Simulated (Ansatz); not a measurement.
# GaH₃SZn: small, medium and large basis sets

Aim: see how fast density functionals converge with the basis set for GaH₃SZn.

Program: Ansatz 0.2.0, Gaussian basis. Level of theory: one geometry, several basis sets. These are calculated values, not measurements.

Levels to be run: PBE0-D4/def2-SVP; ωB97M-V/def2-SVP; PBE0-D4/def2-QZVPP; ωB97M-V/def2-QZVPP; the functionals' def2-TZVPP values are taken from earlier runs.

### Step 1. The relaxed structure

The geometry comes from an earlier relaxation with PBE0-D4 in a triple-zeta def2 set; it is a stationary point.

SMILES `[ZnH][S][GaH2]`, 6 atoms, charge 0, spin multiplicity 1.

Atoms are counted from 1 here; the program's logs count them from 0.

Bond lengths: Zn1–S2 2.171 Å, Zn1–H4 1.531 Å, S2–Ga3 2.195 Å, Ga3–H5 1.571 Å, Ga3–H6 1.560 Å. Angles: S2–Zn1–H4 179.1°, Zn1–S2–Ga3 94.3°, S2–Ga3–H5 118.2°, S2–Ga3–H6 117.3°, H5–Ga3–H6 124.5°.

### Step 2. PBE0-D4 in def2-SVP

in.yaml

```yaml
crystal:
  periodic: [false, false, false]
  atoms:
    - {symbol: Zn, position_ang: [-1.432717, -0.793760, -0.881987]}
    - {symbol: S, position_ang: [-0.345786, -1.242672, 0.942753]}
    - {symbol: Ga, position_ang: [1.037806, 0.448510, 0.731994]}
    - {symbol: H, position_ang: [-2.213348, -0.496401, -2.164522]}
    - {symbol: H, position_ang: [0.877372, 1.389335, -0.516052]}
    - {symbol: H, position_ang: [2.118673, 0.630988, 1.841615]}
basis:
  gaussian: {orbitals: def2-SVP}
hamiltonian: {xc: pbe0, dispersion: d4}
output: {orbitals: {seedname: orbitals}}
```

The run is started by

```sh
> ansatz run in.yaml --threads 4 --pin off --events-out ev --progress --plain --max-ram 10444MiB
```

After this run come: ωB97M-V in def2-SVP; PBE0-D4 in def2-QZVPP; ωB97M-V in def2-QZVPP.

**Question.** What will the summary of the whole plan be? Wanted: PBE0-D4: double and triple zeta above quadruple; ωB97M-V: double and triple zeta above quadruple.

**Answer**, as computed:

| quantity | value |
| --- | --- |
| PBE0-D4: double and triple zeta above quadruple | 20.26, 2.71 eV |
| ωB97M-V: double and triple zeta above quadruple | 20.12, 2.62 eV |

In words: PBE0-D4 gains 17.55 eV from double to triple zeta, then 2.71 eV more. Total energies overstate the basis error of differences, where much of it tends to cancel.
